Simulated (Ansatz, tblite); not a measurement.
**TaF5: one state, many levels**

One table from this session's results is given with a row withheld; the runs are named, their logs left out.

Method: as each input shows; program: Ansatz 0.2.0, Gaussian basis.

The runs, in order: GFN1-xTB, GFN2-xTB, PBE-D4/def2-TZVP, r2SCAN-D4/def2-TZVP, BHLYP-D4/def2-TZVP, HF/def2-TZVP, B3LYP-D4/def2-TZVP, ωB97M-V/def2-TZVP, LC-ωPBE/def2-TZVP, CAM-B3LYP-D4/def2-TZVP, HSE06-D4/def2-TZVP, PBE-D4/def2-SVP, PBE0-D4/def2-SVP, PBE0-D4/def2-TZVPD, PBE-D4/def2-TZVPD, r2SCAN-D4/def2-TZVPD, CCSD(T)/def2-SVP, MP2/def2-TZVP, RPA/def2-TZVP.

## The relaxed structure

The singlet was relaxed beforehand with PBE0-D4/def2-SVP.

6 atoms, charge 0, spin multiplicity 1.

Bond lengths: Ta1–F2 1.880 Å, Ta1–F3 1.880 Å, Ta1–F4 1.853 Å, Ta1–F5 1.853 Å, Ta1–F6 1.853 Å. Angles: F2–Ta1–F3 180.0°, F2–Ta1–F4 90.0°, F2–Ta1–F5 90.0°, F2–Ta1–F6 90.0°, F3–Ta1–F4 90.0°, F3–Ta1–F5 90.0°, F3–Ta1–F6 90.0°, F4–Ta1–F5 120.0°, F4–Ta1–F6 120.0°, F5–Ta1–F6 120.0°.

Formally the metal is d0. Ta takes a core potential in the def2 sets. No spin-orbit coupling is included.

PBE0-D4/def2-TZVP was run before; its log isn't repeated, and its numbers join the tables.

Set-up of the first run:

Tight binding, by tblite at 300 K electronic temperature and without a spin-polarisation term:

```python
tblite.interface.Calculator('GFN1-xTB', numbers, positions, charge=0, uhf=0).singlepoint()
```

Tight binding, by tblite at 300 K electronic temperature and without a spin-polarisation term:

```python
tblite.interface.Calculator('GFN2-xTB', numbers, positions, charge=0, uhf=0).singlepoint()
```

start.molden holds the orbitals of an earlier run on this state, given as this run's starting guess.

File in.yaml:

```yaml
crystal:
  periodic: [false, false, false]
  atoms:
    - {symbol: Ta, position_ang: [0.000042, -0.000001, -0.000006]}
    - {symbol: F, position_ang: [-0.015526, -0.005375, 1.879899]}
    - {symbol: F, position_ang: [0.015931, 0.005374, -1.879878]}
    - {symbol: F, position_ang: [1.853361, 0.010126, 0.015529]}
    - {symbol: F, position_ang: [-0.935702, 1.599829, -0.003254]}
    - {symbol: F, position_ang: [-0.918105, -1.609952, -0.012289]}
basis:
  gaussian: {orbitals: def2-TZVP, initial_orbitals: start.molden}
hamiltonian: {xc: pbe, dispersion: d4}
scf: {omitted_lower_state_checks: [starts]}
output: {orbitals: {seedname: orbitals}}
```

Command:

```sh
ansatz run in.yaml --threads 2 --pin off --events-out ev --progress --plain --max-ram 32768MiB --backend cpu
```

Steps of the session up to this table: PBE-D4/def2-TZVP; r2SCAN-D4/def2-TZVP; BHLYP-D4/def2-TZVP; HF/def2-TZVP; B3LYP-D4/def2-TZVP; ωB97M-V/def2-TZVP; LC-ωPBE/def2-TZVP; CAM-B3LYP-D4/def2-TZVP; HSE06-D4/def2-TZVP; PBE-D4/def2-SVP; PBE0-D4/def2-SVP; PBE0-D4/def2-TZVPD; PBE-D4/def2-TZVPD; r2SCAN-D4/def2-TZVPD; CCSD(T)/def2-SVP; MP2/def2-TZVP; RPA/def2-TZVP.

One of the session's tables, all rows but one given; the rest of the session is left out.

It belongs to the step «Levels side by side». 

```
                 level  HOMO (eV)  gap (eV)
          HF/def2-TZVP     -17.75     19.04
       PBE-D4/def2-SVP     -10.02      6.73
      PBE-D4/def2-TZVP     -10.17      6.85
     PBE-D4/def2-TZVPD     -10.20      6.84
   r2SCAN-D4/def2-TZVP     -10.70      7.44
  r2SCAN-D4/def2-TZVPD     -10.70      7.45
    B3LYP-D4/def2-TZVP     -11.96      9.12
      PBE0-D4/def2-SVP     -12.22      9.55
     PBE0-D4/def2-TZVP     -12.27      9.69
    PBE0-D4/def2-TZVPD     -12.27      9.69
    HSE06-D4/def2-TZVP     -11.85      8.89
    BHLYP-D4/def2-TZVP     -14.35     12.68
CAM-B3LYP-D4/def2-TZVP          ?         ?
     LC-ωPBE/def2-TZVP     -15.11     15.02
     ωB97M-V/def2-TZVP     -14.78     14.53
```

**Question.** Estimate the row for CAM-B3LYP-D4/def2-TZVP.

As computed: HOMO (eV): -13.85; gap (eV): 12.41. In the column «HOMO (eV)» it lies between BHLYP-D4/def2-TZVP (-14.35) and PBE0-D4/def2-TZVP (-12.27).
